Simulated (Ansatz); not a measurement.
# EuN: the cost of one run

Method: DFT, PBEsol, all-electron LAPW, scalar-relativistic, in Ansatz 0.2.0.

### 1 Starting point

The structure is cubic, space group Fm-3m (No. 225). The conventional cell has a = 5.014 Å, b = 5.014 Å, c = 5.014 Å, α = 90.00°, β = 90.00°, γ = 90.00°. Eu (site symmetry m-3m) is surrounded by 6 N at 2.51 Å. N (site symmetry m-3m) has 6 Eu at 2.51 Å in its first shell of neighbours.

As a file:

```xyz
2
Lattice="0.0000 2.5070 2.5070 2.5070 0.0000 2.5070 2.5070 2.5070 0.0000" Properties=species:S:1:pos:R:3 pbc="T T T"
Eu    0.0000    0.0000    0.0000
N     2.5070    2.5070    2.5070
```

Atoms are numbered in the order of the input: Eu1, N2.

### 2 Spiral at q = 0, LAPW

input.yaml reads:

```yaml
crystal:
  lattice:
    - [0.0, 2.507, 2.507]
    - [2.507, 0.0, 2.507]
    - [2.507, 2.507, 0.0]
  atoms:
    - { symbol: Eu, position: [0.0, 0.0, 0.0], spin: 6.1, spin_axis: [1.0, 0.0, 0.0] }
    - { symbol: "N", position: [0.5, 0.5, 0.5], spin: 0.4, spin_axis: [-1.0, 0.0, 0.0] }
magnetization:
  noncollinear: true
  spin_spiral: { q: [0.0, 0.0, 0.0] }
kpoints:
  mp_grid: { grid: [12, 12, 12] }
scf:
  occupations: { method: fermi_dirac, width: 0.05 }
hamiltonian:
  xc: pbesol
  pseudopotentials: { kind: all_electron, lapw: { basis_error: 0.001 } }
output:
  eigenvalues: false
```

Command:

```bash
ansatz run input.yaml --threads 2 --pin off --max-ram 5120MiB --backend cpu --events-out ev --progress --plain --runs-dir out
```

Q: Estimate wall time and peak memory on 2 threads of Arm Neoverse V2, shared host.

About 3.3 min, with a peak of 0.83 GiB.
